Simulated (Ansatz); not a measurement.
**ZnHBr: one structure at several levels**

One table from this session's results is given with a row withheld; the runs are named, their logs left out.

The runs use Ansatz 0.2.0, Gaussian basis; single points in def2-TZVPP.

Correlated methods freeze the cores. The 3s and 3p shells of Cu and Zn are frozen; filled d shells are correlated.

**The system as given**

SMILES `[ZnH][Br]`, 3 atoms, charge 0, spin multiplicity 1.

Atoms are counted from 1 here; the program's logs count them from 0.

Bond lengths: Zn1–Br2 2.263 Å, Zn1–H3 1.527 Å. Angles: Br2–Zn1–H3 170.4°.

Coordinates:

```mol
BrHZn
  3D, bonds by distance, orders not assigned

  3  2  0  0  0  0  0  0  0  0999 V2000
   -0.0728   -0.0389   -0.1713 Zn  0  0
    1.5990    0.8688    1.0552 Br  0  0
   -1.3073   -0.7058   -0.7737 H   0  0
  1  2  8  0
  1  3  8  0
M  END
```

Set-up of the first run:

The input, run/in.yaml:

```yaml
crystal:
  periodic: [false, false, false]
  atoms:
    - {symbol: Zn, position_ang: [-0.072800, -0.038900, -0.171300]}
    - {symbol: Br, position_ang: [1.599000, 0.868800, 1.055200]}
    - {symbol: H, position_ang: [-1.307300, -0.705800, -0.773700]}
basis:
  gaussian: {orbitals: def2-TZVPP}
correlation: {method: ccsd_t, frozen_orbitals: {Br: 9, H: 0, Zn: 9}}
output: {forces: true}
```

No record of the launch command was kept for these runs.

Steps of the session up to this table: CCSD(T)/def2-TZVPP; PBE0-D4/def2-TZVPP; wB97M-V/def2-TZVPP; r2SCAN-D4/def2-TZVPP; PBE-D4/def2-TZVPP; r2SCAN0-D4/def2-TZVPP; HSE06-D4/def2-TZVPP.

One table of the session follows, with a row left open; its other results are not shown here.

| method | RMS force component (eV/Å) | angle to CCSD(T) forces (°) | dipole (D) |
| --- | --- | --- | --- |
| CCSD(T) | 0.159 | reference | 1.72 |
| PBE0-D4 | 0.168 | 24.5 | 1.72 |
| wB97M-V | 0.177 | 13.9 | 1.77 |
| r2SCAN-D4 | ? | ? | ? |
| PBE-D4 | 0.138 | 15.4 | 1.58 |
| r2SCAN0-D4 | 0.212 | 20.5 | 1.79 |
| HSE06-D4 | 0.163 | 24.8 | 1.72 |

Estimate the missing values for r2SCAN-D4.

**Answer.** RMS force component (eV/Å): 0.215; angle to CCSD(T) forces (°): 14.3; dipole (D): 1.69. In the column «RMS force component (eV/Å)» it is the highest.
